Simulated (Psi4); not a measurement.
# U-wB97X-D/cc-pVDZ (sweep point 1) run of GeNH3 (SMILES [N][GeH3])

Aim: the energy change on altering one bond length of GeNH3 at U-wB97X-D/cc-pVDZ (sweep point 1), from 2 runs. 

The results are computed with Psi4 1.11.

### 1 The structure to begin with

The species is GeNH3 (5 atoms), meant as a triplet with charge 0. As SMILES, `[N][GeH3]`. The shape comes from GFN2-xTB, which is rough for such elements, and wasn't checked as a minimum.

Bond lengths: N1–Ge2 1.735 Å, Ge2–H3 1.504 Å, Ge2–H4 1.504 Å, Ge2–H5 1.504 Å. Angles: N1–Ge2–H3 111.9°, N1–Ge2–H4 111.9°, N1–Ge2–H5 111.9°, H3–Ge2–H4 106.9°, H3–Ge2–H5 106.9°, H4–Ge2–H5 106.9°.

### 2 A single-point energy at U-wB97X-D/cc-pVDZ (sweep point 1)

job.dat

```
memory 1.6 GB

molecule mol {
  0 3
  N     -0.957900     0.020900     1.433700
  Ge     0.005750    -0.000130    -0.008750
  H     -0.726050     0.592710    -1.180850
  H      0.400050    -1.397520    -0.399400
  H      1.278160     0.784040     0.155290
  symmetry c1
}

set {
  basis cc-pVDZ
  reference uks
  puream true
  scf_type pk
  dft_radial_points 99
  dft_spherical_points 590
  maxiter 150
}

result, w = energy("wb97x-d", return_wfn=True)
```

Launch:

```bash
psi4 -i job.dat -o job.out -n 1
```

job.out:

```text
[...]
  Running in c1 symmetry.
[...]
  Nuclear repulsion =  106.905912377273538
[...]
  Multiplicity = 3
[...]
  Nalpha       = 22
  Nbeta        = 20
[...]
    Number of basis functions: 56
[...]
   @UKS iter   1: -2132.79053848992498   -3.18318e+00   2.00559e-02 ADIIS/DIIS
[...]
   @UKS iter   9: -2133.42644504039617   -2.07488e-08   3.33023e-07 DIIS
[...]
   @S^2 Observed:                2.008575520E+00
[...]
    Orbital Energies [Eh]
    ---------------------
    Alpha Occupied:
       1A   -399.042507     2A    -49.996964     3A    -44.495248
       4A    -44.495247     5A    -44.494943     6A    -14.503304
       7A     -6.366214     8A     -4.530452     9A     -4.529113
      10A     -4.529112    11A     -1.343977    12A     -1.338943
      13A     -1.338942    14A     -1.335020    15A     -1.335018
      16A     -0.931195    17A     -0.639137    18A     -0.474377
      19A     -0.474356    20A     -0.422380    21A     -0.389080
      22A     -0.389065
    Alpha Virtual:
      23A      0.108923    24A      0.147661    25A      0.149541
[...]
  @UKS Final Energy: -2133.42644504039617
   => Energetics <=
    Nuclear Repulsion Energy =            106.9059123772735376
    One-Electron Energy =               -3182.6049004570245415
    Two-Electron Energy =                1006.8539319570910493
    DFT Exchange-Correlation Energy =     -64.5803684622239444
    Empirical Dispersion Energy =          -0.0010204555123793
    VV10 Nonlocal Energy =                  0.0000000000000000
    Total Energy =                      -2133.4264450403961746
[...]
 Multipole Moments:
 ------------------------------------------------------------------------------------
     Multipole            Electronic (a.u.)      Nuclear  (a.u.)        Total (a.u.)
 ------------------------------------------------------------------------------------
 L = 1.  Multiply by 2.5417464519 to convert [e a0] to [Debye]
 Dipole X            :          0.3453913           -0.0267490            0.3186423
 Dipole Y            :         -0.0075635            0.0006068           -0.0069568
 Dipole Z            :         -0.5179613            0.0407672           -0.4771941
 Magnitude           :                                                    0.5738428
[...]
```

Wall time 32 s (1 thread of Intel Xeon Platinum 8259CL at 2.50GHz (Skylake/Cascade Lake), shared host); peak memory 0.89 GiB.

### 3 The distorted shape at the same level

job.in

```
memory 1.6 GB

molecule geom {
  0 3
  N     -1.150615     0.025106     1.722167
  Ge     0.005750    -0.000130    -0.008750
  H     -0.726050     0.592710    -1.180850
  H      0.400050    -1.397520    -0.399400
  H      1.278160     0.784040     0.155290
  units angstrom
  symmetry c1
}

set {
  basis                cc-pVDZ
  reference            uks
  puream               true
  scf_type             pk
  dft_radial_points    99
  dft_spherical_points 590
  maxiter              150
}

energy_value, wavefunction = energy("wb97x-d", return_wfn=True)
print_variables()
```

Launch:

```bash
psi4 -n 1 job.in job.out
```

job.out:

```text
[...]
  Running in c1 symmetry.
[...]
  Nuclear repulsion =   95.101041241928655
[...]
  Multiplicity = 3
[...]
  Nalpha       = 22
  Nbeta        = 20
[...]
    Number of basis functions: 56
[...]
   @UKS iter   1: -2132.74058321335451   -3.53498e+00   2.03659e-02 DIIS/ADIIS
[...]
   @UKS iter  10: -2133.43046962524750   -2.42821e-08   4.27793e-07 DIIS
[...]
   @S^2 Observed:                2.017902348E+00
[...]
    Orbital Energies [Eh]
    ---------------------
    Alpha Occupied:
       1A   -399.053826     2A    -50.005641     3A    -44.504547
       4A    -44.504022     5A    -44.504022     6A    -14.516793
       7A     -6.370825     8A     -4.534805     9A     -4.533511
      10A     -4.533510    11A     -1.342099    12A     -1.342098
      13A     -1.341575    14A     -1.338785    15A     -1.338784
      16A     -0.884315    17A     -0.650656    18A     -0.450924
      19A     -0.450896    20A     -0.403388    21A     -0.394642
      22A     -0.394633
    Alpha Virtual:
      23A      0.056547    24A      0.135165    25A      0.136591
[...]
  @UKS Final Energy: -2133.43046962524750
   => Energetics <=
    Nuclear Repulsion Energy =             95.1010412419286553
    One-Electron Energy =               -3159.0218516379686662
    Two-Electron Energy =                 994.9962641165790274
    DFT Exchange-Correlation Energy =     -64.5049158371780607
    Empirical Dispersion Energy =          -0.0010075086082662
    VV10 Nonlocal Energy =                  0.0000000000000000
    Total Energy =                      -2133.4304696252474969
[...]
 Multipole Moments:
 ------------------------------------------------------------------------------------
     Multipole            Electronic (a.u.)      Nuclear  (a.u.)        Total (a.u.)
 ------------------------------------------------------------------------------------
 L = 1.  Multiply by 2.5417464519 to convert [e a0] to [Debye]
 Dipole X            :          0.5694915           -0.2209757            0.3485158
 Dipole Y            :         -0.0124636            0.0048458           -0.0076179
 Dipole Z            :         -0.8534236            0.3314969           -0.5219266
 Magnitude           :                                                    0.6276374
[...]
```

Run time: 36 s. Hardware: 1 thread of Intel Xeon Platinum 8259CL at 2.50GHz (Skylake/Cascade Lake), shared host; peak memory 0.89 GiB.

### 4 What came out

Level: U-wB97X-D/cc-pVDZ (sweep point 1).

```
                                                          quantity           value
                                         first shape: total energy  -2133.42645 Eh
                                        first shape: dipole moment          1.46 D
                   first shape: HOMO energy (highest over α and β)       -10.31 eV
                    first shape: LUMO energy (lowest over α and β)        -1.07 eV
                                    first shape: dispersion energy    -2.68 kJ/mol
                                                 first shape: ⟨S²⟩           2.009
                                     distorted shape: total energy  -2133.43047 Eh
                                    distorted shape: dipole moment          1.60 D
               distorted shape: HOMO energy (highest over α and β)        -9.74 eV
                distorted shape: LUMO energy (lowest over α and β)        -0.43 eV
                                distorted shape: dispersion energy    -2.65 kJ/mol
                                             distorted shape: ⟨S²⟩           2.018
energy change with the N1–Ge2 bond stretched from 1.735 to 2.082 Å       -0.110 eV
```

With the N1–Ge2 bond stretched from 1.735 to 2.082 Å the energy falls by 0.11 eV (2.5 kcal/mol). The first shape isn't relaxed at this level, so the change isn't measured from a minimum.
